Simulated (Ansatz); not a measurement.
# KS (charge +1): harmonic frequencies at the relaxed geometry

Program: the Python package of Ansatz (0.2.0).

Interactive session:
```pycon
>>> import itertools
>>> import ansatz as az
>>> from ase.data import atomic_numbers, covalent_radii
>>> import numpy as np
>>> BASIS = "def2-SVP"
>>> FUNCTIONAL = "pbe0"
>>> VDW = "d3bj"
>>> NET_CHARGE = 1
>>> GEOMETRY = """
... K     0.00000    0.00000    0.00000
... S     0.00000    0.00000    3.03000
... """
>>> geometry = az.Crystal.molecule()
>>> for line in GEOMETRY.strip().splitlines():
...     symbol, *xyz = line.split()
...     geometry = geometry.atom(symbol, [float(v) for v in xyz])
...
>>> calculation = (
...     geometry.calculation()
...     .basis(gaussian=BASIS)
...     .functional(FUNCTIONAL, dispersion=VDW)
...     .charge(NET_CHARGE)
...     .spin("collinear", total=2)
... )
>>> symbols = [site.symbol for site in geometry.cartesian_sites]
>>> start = np.array([site.position_ang for site in geometry.cartesian_sites], dtype=float)
>>> report = calculation.relax(force_tolerance=0.003).run(threads=1).report

>>> end = np.array(report["positions_ang"])
>>> radius = [covalent_radii[atomic_numbers[s]] for s in symbols]
>>> span = lambda where, i, j: np.linalg.norm(where[i] - where[j])
>>> bonded = [(i, j) for i, j in itertools.combinations(range(len(symbols)), 2) if min(span(start, i, j), span(end, i, j)) < 1.2 * (radius[i] + radius[j])]
>>> print("pair        before    after (A)")
pair        before    after (A)
>>> for i, j in bonded:
...     print(f"{symbols[i]}{i}-{symbols[j]}{j}".ljust(10), f"{span(start, i, j):8.4f} {span(end, i, j):8.4f}")
...
K0-S1        3.0300   3.4082
>>> minimum = az.Crystal.molecule()
>>> for symbol, place in zip(symbols, end):
...     minimum = minimum.atom(symbol, place.tolist())
...
>>> vibrating = (
...     minimum.calculation()
...     .basis(gaussian=BASIS)
...     .functional(FUNCTIONAL, dispersion=VDW)
...     .charge(NET_CHARGE)
...     .spin("collinear", total=2)
...     .phonons(temperatures=(100, 500, 100))
... )
>>> vib = vibrating.run(threads=1).report["vibrations"]
>>> sums = vib["harmonic_sums"]
>>> modes = [m["omega_inv_cm"] for m in sums["modes_at_gamma"] if m["rigid_motion"] == "no"]
>>> for number, w in enumerate(modes, start=1):
...     print(f"mode {number:2d} {w:9.1f} 1/cm {w / 8065.544 * 1000:8.2f} meV")
...
mode  1     105.6 1/cm    13.09 meV
>>> print("imaginary modes:", sum(w < 0 for w in modes), " zero-point energy:", round(sums["zero_point_energy_ev"], 4), "eV")
imaginary modes: 0  zero-point energy: 0.0065 eV
```

Reading the output:
- The frequencies are harmonic and unscaled, in a modest basis. The result belongs to the one conformer reached from this start, and soft torsions count as harmonic oscillators.
- The species is open-shell (spin multiplicity 3).
- The spin state was assumed, and another may lie lower.
- Finished in 45 s on 1 thread of Intel(R) Xeon(R) Platinum 8259CL CPU @ 2.50GHz (Skylake/Cascade Lake), on a shared host, peak memory 0.22 GiB.

(Lines on the test bed's own set-up are left out of the output.)
